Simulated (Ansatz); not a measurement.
Working through an atomisation energy of C4H8, SMILES CC=CC

Computed with Ansatz 0.2.0, Python API.

The cells in order, each with its output:

**Cell 1**
```python
from collections import Counter

import ansatz as az
from rdkit import Chem
from rdkit.Chem import AllChem

BASIS = 'def2-TZVPP'
XC = 'CAM-B3LYP'
```

**Cell 2**
```python
def total_energy(molecule, charge=0, unpaired=0):
    calc = molecule.calculation().basis(gaussian=BASIS).functional(XC)
    if charge:
        calc = calc.charge(charge)
    if unpaired:
        calc = calc.spin('collinear', total=unpaired)
    return calc.run(threads=1, backend='cpu').report['free_energy_ev']

rd = Chem.AddHs(Chem.MolFromSmiles('CC=CC'))
AllChem.EmbedMolecule(rd, randomSeed=709)
AllChem.UFFOptimizeMolecule(rd)
c4h8 = az.Crystal.molecule()
for atom, xyz in zip(rd.GetAtoms(), rd.GetConformer().GetPositions()):
    c4h8 = c4h8.atom(atom.GetSymbol(), xyz.round(5).tolist())
```

**Cell 3**
```python
unpaired = {'C': 2, 'H': 1}
counts = Counter(site.symbol for site in c4h8.cartesian_sites)
atom_energy = {s: total_energy(az.Crystal.molecule().atom(s, (0, 0, 0)), 0, unpaired[s]) for s in counts}
whole = total_energy(c4h8, 0, 0)
for s, e in atom_energy.items():
    print(f'{s:2s} x{counts[s]}  {e:14.5f} eV')
print(f'C4H8: {whole:.5f} eV')
split = sum(counts[s] * e for s, e in atom_energy.items()) - whole
print(f'atomisation energy (no zero-point term): {96.485332 * split:.1f} kJ/mol, {split / sum(counts.values()):.3f} eV an atom')
```
Output:
```text
C  x4     -1029.59771 eV
H  x8       -13.57334 eV
C4H8: -4276.99151 eV
atomisation energy (no zero-point term): 4825.6 kJ/mol, 4.168 eV an atom
```

4825.6 kJ/mol from the electronic energies, without the zero-point term.

Total energies depend on the basis set; only differences at equal settings carry meaning. The geometry is a force-field or estimated start, not a minimum of this method, and the basis set is short of its limit. All parts are taken at fixed geometry, without zero-point energy. The whole script took 5.7 s on 1 thread of Arm Neoverse V2, on a shared host, peak memory 0.55 GiB.
